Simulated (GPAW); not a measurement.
Runs of GPAW 26.7.0 on Si2Mo. The cell holds a slab with vacuum, 9 atoms: a = 3.200 Å, b = 3.200 Å, c = 25.487 Å, α = 90.00°, β = 90.00°, γ = 90.00°. 

| task | level | potentials or basis | cell | series job | gap on the mesh (eV) | largest force (eV/Å) | work function (eV) |
| --- | --- | --- | --- | --- | --- | --- | --- |
| single point | WC | PAW data sets generated in the run's folder for this functional, pw | the (0 0 1) slab of Si2Mo, cut from the database cell, not relaxed | - | none | 0.82 | 4.57 |
| single point | PBE | GPAW PAW data sets (gpaw-data 1.2.1), pw | the (0 0 1) slab of Si2Mo, cut from the database cell, not relaxed | - | none | 0.61 | 4.54 |
| single point | r2SCAN | GPAW PAW data sets (gpaw-data 1.2.1), pw | the (0 0 1) slab of Si2Mo, cut from the database cell, not relaxed | - | none | 0.89 | (a) |
| single point | RPBE | the program's PAW data sets (release 1.2.1) made for this functional, pw | the (0 0 1) slab of Si2Mo, cut from the database cell, not relaxed | - | none | 0.57 | 4.48 |
| single point | vdW-DF-cx | GPAW PAW data sets (gpaw-data 1.2.1), pw | the (0 0 1) slab of Si2Mo, cut from the database cell, not relaxed | - | none | 0.61 | 4.67 |
| single point | revPBE | the program's PAW data sets (release 1.2.1) made for this functional, pw | the (0 0 1) slab of Si2Mo, cut from the database cell, not relaxed | - | none | (b) | 4.48 |
| single point | LDA | the program's PAW data sets (release 1.2.1) made for this functional, pw | the (0 0 1) slab of Si2Mo, cut from the database cell, not relaxed | - | none | 1.06 | 4.70 |
| single point | BEEF-vdW | GPAW PAW data sets (gpaw-data 1.2.1), pw | the (0 0 1) slab of Si2Mo, cut from the database cell, not relaxed | - | none | 0.53 | 4.82 |
| single point | PBEsol | PAW data sets generated in the run's folder for this functional, pw | the (0 0 1) slab of Si2Mo, cut from the database cell, not relaxed | - | none | 0.86 | 4.58 |

Alike in all rows: no spin polarisation; k mesh 8 × 8 × 1; cutoff (eV) 450; smearing fermi-dirac 0.05 eV.

Q: Estimate the missing entries.

A: (a) 4.68; (b) 0.58.

Caveats: the PAW data sets were made with another functional, which shifts forces and pressure a little (some runs).

A k mesh can miss the band edges, and the runs leave out spin-orbit coupling on Mo.

A gap of «none» marks a metal or a gap under the smearing width.
